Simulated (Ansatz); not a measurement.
# BiSbTe2S: the cost of one run

Program: Ansatz 0.2.0. Level of theory: DFT PBE, scalar-relativistic, plane waves, PAW. These are calculated values, not measurements.

## (1) The starting structure

It takes space group P4/mmm (No. 123, tetragonal). Conventional cell: a = 4.371 Å, b = 4.371 Å, c = 10.944 Å, α = 90.00°, β = 90.00°, γ = 90.00°. Sb (site symmetry 4/mmm) has 4 Bi at 3.09 Å as nearest neighbours. Bi (site symmetry 4/mmm) has 2 Te at 3.07 Å and 4 Sb at 3.09 Å as nearest neighbours. Te (site symmetry 4mm) is surrounded by 1 S at 2.40 Å and 1 Bi at 3.07 Å. Around S (site symmetry 4/mmm) lie 2 Te at 2.40 Å.

Structure file:

```
Sb Bi Te S
1.0
     4.37124    0.00000    0.00000
     0.00000    4.37124    0.00000
     0.00000    0.00000   10.94407
Sb Bi Te S
1 1 2 1
Direct
  0.00000 0.00000 0.50000
  0.50000 0.50000 0.50000
  0.50000 0.50000 0.21934
  0.50000 0.50000 0.78066
  0.50000 0.50000 0.00000
```

The cell was relaxed beforehand at this level, from a generated guess; it needn't be the stable form of this composition. At a tolerance of 0.05 Å it has space group P4/mmm (No. 123); it has 41.82 Å³/atom, an uncorrected energy of +0.53 eV/atom over the elements.

## (2) Electronic structure at the relaxed geometry

input.yaml reads:

```yaml
crystal:
  lattice:
    - [4.3712406918, 0.0, 0.0]
    - [0.0, 4.3712406918, 0.0]
    - [0.0, 0.0, 10.9440666764]
  atoms:
    - { symbol: Sb, position: [0.0, 0.0, 0.5] }
    - { symbol: Bi, position: [0.5, 0.5, 0.5] }
    - { symbol: Te, position: [0.5, 0.5, 0.2193364803] }
    - { symbol: Te, position: [0.5, 0.5, 0.7806635197] }
    - { symbol: S, position: [0.5, 0.5, 0.0] }
basis:
  ecutwfc: 420
kpoints:
  mp_grid: { grid: [8, 8, 4] }
  band_path:
    path:
      - [[0.0, 0.0, 0.0], [0.0, 0.5, 0.0], [0.5, 0.5, 0.0], [0.0, 0.0, 0.0], [0.0, 0.0, 0.5], [0.0, 0.5, 0.5], [0.5, 0.5, 0.5], [0.0, 0.0, 0.5]]
      - [[0.0, 0.5, 0.0], [0.0, 0.5, 0.5]]
      - [[0.5, 0.5, 0.0], [0.5, 0.5, 0.5]]
    npoints: 14
hamiltonian:
  xc: pbe
scf:
  occupations: { method: gaussian, width: 0.1 }
  n_extra_bands: 12
output:
  forces: true
  stress: true
  eigenvalues: true
  populations: true
  dos: { projected: true, de: 0.02, nscf_kmesh: { grid: [10, 10, 5] } }
  bader: true
  write_density: true
  write_potential: true
  elf: true
  volumetric_format: npy
```

On the command line:

```bash
> ansatz run input.yaml --threads 1 --pin off --max-ram 2560MiB --backend cpu --events-out ev --progress --plain --runs-dir out
```

What time and memory should one allow on 1 thread of AMD EPYC 7R43 (Zen 3), shared host?

About 2.7 min, with a peak of 1 GiB.
